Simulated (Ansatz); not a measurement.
# GeH4SSi, SMILES [SiH2]1[S][GeH2]1: vertical and adiabatic energies of changing the electron count

Computed with Ansatz 0.2.0 through its Python package.

Run as a notebook:

In [1]:
```python
import ansatz as az
import numpy as np
```

In [2]:
```python
geometry = (
    az.Crystal.molecule()
    .atom("Si", [-0.9498, -0.293, -0.5317])
    .atom("S", [-0.236, 1.7273, -0.2898])
    .atom("Ge", [0.9575, 0.0481, 0.5441])
    .atom("H", [-0.7745, -0.7473, -1.9182])
    .atom("H", [-2.1283, -0.5596, 0.3266])
    .atom("H", [0.9053, -0.0062, 2.1029])
    .atom("H", [2.2871, -0.2372, -0.2796])
)
```

In [3]:
```python
model = (
    geometry.calculation()
    .basis(gaussian="def2-SVP")
    .functional("PBE0", dispersion="d3bj")
)
symbols = [site.symbol for site in geometry.cartesian_sites]
start = np.array([site.position_ang for site in geometry.cartesian_sites], dtype=float)
summary = model.relax(force_tolerance=0.01, max_steps=100).run().report
end = np.array(summary["positions_ang"])
```

In [4]:
```python
minimum = az.Crystal.molecule()
for symbol, place in zip(symbols, end):
    minimum = minimum.atom(symbol, place.tolist())
ion = (
    minimum.calculation()
    .basis(gaussian="def2-SVP")
    .functional("PBE0", dispersion="d3bj")
    .charge(1)
    .spin("collinear", total=1)
)
vertical = ion.run().report
settled = ion.relax(force_tolerance=0.01, max_steps=80).run().report
print(f"vertical ionisation energy   {vertical['free_energy_ev'] - summary['free_energy_ev']:.3f} eV")
print(f"adiabatic, no zero point     {settled['free_energy_ev'] - summary['free_energy_ev']:.3f} eV")
print(f"relaxation energy of the ion {vertical['free_energy_ev'] - settled['free_energy_ev']:.3f} eV")
ionised = np.array(settled["positions_ang"])
print("final positions (A) and the move of each atom")
for symbol, xyz, old in zip(symbols, ionised, end):
    print(f"{symbol:2s} {xyz[0]:10.5f} {xyz[1]:10.5f} {xyz[2]:10.5f}   {np.linalg.norm(xyz - old):7.4f}")
```
```text
vertical ionisation energy   9.242 eV
adiabatic, no zero point     8.707 eV
relaxation energy of the ion 0.535 eV
final positions (A) and the move of each atom
Si   -1.08251   -0.20723   -0.65539    0.1512
S    -0.11496    1.65865   -0.43789    0.1904
Ge    1.13195    0.13733    0.60723    0.2021
H    -1.16797   -0.78189   -2.01504    0.1826
H    -2.02109   -0.65625    0.40010    0.3121
H     0.81655   -0.12876    2.07665    0.3240
H     2.49933   -0.08974   -0.02136    0.1634
```

These settings explore the input space; basis and method may be short of convergence. The energies are electronic: no zero-point or thermal terms, and the basis set is short of its limit. The product may relax into another structure. The relaxation finds the nearest minimum, so the adiabatic value is an upper bound. Wall time of the script: 2.3 min on 1 thread of Arm Neoverse V2, on a shared host, peak memory 0.38 GiB.
